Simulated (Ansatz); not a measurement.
# Al₂BFH₄O: small, medium and large basis sets

One table from this session's results is given with a row withheld; the runs are named, their logs left out.

Program: Ansatz 0.2.0, Gaussian basis. Level of theory: one geometry, several basis sets. These are calculated values, not measurements.

Plan: PBE0-D4/def2-SVP; ωB97M-V/def2-SVP; PBE0-D4/def2-QZVPP; ωB97M-V/def2-QZVPP; the functionals' def2-TZVPP values are taken from earlier runs.

## Structure used throughout

The geometry comes from an earlier relaxation with PBE0-D4 in a triple-zeta def2 set; it is a stationary point, not always the lowest conformer.

SMILES `F[B]([AlH2])[O][AlH2]`, 9 atoms, charge 0, spin multiplicity 1.

Atoms are counted from 1 here; the program's logs count them from 0.

Bond lengths: F1–B2 1.348 Å, B2–Al3 2.154 Å, B2–O4 1.336 Å, Al3–H6 1.592 Å, Al3–H7 1.592 Å, O4–Al5 1.695 Å, Al5–H8 1.576 Å, Al5–H9 1.576 Å. Angles: F1–B2–Al3 119.5°, F1–B2–O4 117.0°, Al3–B2–O4 123.5°, B2–Al3–H6 121.3°, B2–Al3–H7 121.3°, H6–Al3–H7 117.4°, B2–O4–Al5 162.3°, O4–Al5–H8 117.1°, O4–Al5–H9 117.1°, H8–Al5–H9 125.7°.

Set-up of the first run:

in.yaml

```yaml
crystal:
  periodic: [false, false, false]
  atoms:
    - {symbol: F, position_ang: [-1.471801, -0.876554, 1.192923]}
    - {symbol: B, position_ang: [-0.360076, -0.316965, 0.676204]}
    - {symbol: Al, position_ang: [1.338982, 0.038754, 1.951095]}
    - {symbol: O, position_ang: [-0.382361, -0.011267, -0.624410]}
    - {symbol: Al, position_ang: [-0.893179, 0.184898, -2.228976]}
    - {symbol: H, position_ang: [1.526578, 1.425588, 2.710956]}
    - {symbol: H, position_ang: [2.475675, -1.060153, 2.140999]}
    - {symbol: H, position_ang: [-1.578837, 1.553686, -2.602198]}
    - {symbol: H, position_ang: [-0.566383, -0.984187, -3.233693]}
basis:
  gaussian: {orbitals: def2-SVP}
hamiltonian: {xc: pbe0, dispersion: d4}
output: {orbitals: {seedname: orbitals}}
```

Launch:

```console
$ ansatz run in.yaml --threads 2 --pin off --events-out ev --progress --plain --max-ram 4352MiB
```

Among the steps run: PBE0-D4 in def2-SVP; ωB97M-V in def2-SVP; PBE0-D4 in def2-QZVPP; ωB97M-V in def2-QZVPP.

One table of the session follows, with a row left open; its other results are not shown here.

It belongs to the step «Functionals by basis». 

| functional | basis | HOMO (eV) | LUMO (eV) |
| --- | --- | --- | --- |
| PBE0-D4 | def2-SVP | ? | ? |
| PBE0-D4 | def2-TZVPP | -7.40 | -1.65 |
| PBE0-D4 | def2-QZVPP | -7.40 | -1.67 |
| ωB97M-V | def2-SVP | -9.41 | 0.07 |
| ωB97M-V | def2-TZVPP | -9.54 | -0.06 |
| ωB97M-V | def2-QZVPP | -9.55 | -0.22 |

Q: Estimate the row for PBE0-D4, def2-SVP from the others.

As computed: HOMO (eV): -7.32; LUMO (eV): -1.61. In the column «HOMO (eV)» it is the highest.
